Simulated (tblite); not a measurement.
# B14H16N14 ((5,3) BN nanotube piece): the cost of one run

Programs: tblite 0.8.0 and PySCF 2.14.0, with routines of our own; each step states its level. All values are computed. Atoms count from 0.

### 1 The starting structure

44 atoms, charge 0, multiplicity 1; geometry from: force field, distance geometry or constructed start.

### 2 Optimising the geometry with GFN2-xTB

The job: settings as JSON, then the geometry in Å.

```
{"job": {"kind": "relax", "xc": "GFN2-xTB", "basis": "xTB"}, "charge": 0, "multiplicity": 1}
B      2.850200     0.278500     0.250800
N      2.310000     1.597200     0.038600
B      1.957600     1.989700    -1.298500
N      0.694600     2.652200    -1.512600
B      1.671400     2.214000     1.186900
N      0.338400     2.704400     0.974000
B     -0.194900     2.706600    -0.371600
N     -1.522200     2.217900    -0.573800
B     -0.545900     2.645700     2.114200
N     -1.808400     1.991200     1.909300
B     -1.936400     1.866100    -1.922300
N     -2.632600     0.629900    -2.127100
B     -2.169900     1.595300     0.567800
N     -2.696400     0.279700     0.353200
B     -2.718000    -0.251000    -0.988900
N     -2.270900    -1.601200    -1.189700
B     -2.669600    -0.609400     1.494800
N     -2.055900    -1.892200     1.286000
B     -1.669800    -2.260400    -0.055500
N     -0.369900    -2.835200    -0.262200
B      0.160700    -2.866700    -1.608300
N      1.521300    -2.465600    -1.816900
B      0.522800    -2.831500     0.879700
N      1.811800    -2.266500     0.664700
B      2.202000    -1.886200    -0.677800
N      2.810600    -0.612200    -0.883100
B      2.416400    -1.599500     1.803600
N      2.861900    -0.255500     1.598500
H      2.672500     1.782400    -2.199900
H      0.438200     3.060800    -2.422000
H      2.214900     2.312900     2.216400
H     -0.260000     3.113300     3.148800
H     -2.446200     1.805400     2.704400
H     -1.699300     2.578400    -2.814900
H     -3.049600     0.388900    -3.049500
H     -2.370100    -2.075600    -2.118000
H     -3.125500    -0.306100     2.523700
H     -1.887900    -2.531500     2.083000
H     -0.498800    -3.224100    -2.508400
H      1.989900    -2.580500    -2.734600
H      0.199800    -3.283100     1.910900
H      3.226800    -0.345700    -1.801000
H      2.535000    -2.136300     2.834600
H      3.194700     0.322300     2.394200
```

Launch:

```console
> OMP_NUM_THREADS=2 python large_run.py task.json out
```

The driver reads the jobs from task.json and runs them one after another.

**Question.** How long does this first job take on 2 threads of Arm Neoverse N1, shared host, and how much memory does it need?

About 3.3 s, with a peak of 0.17 GiB.
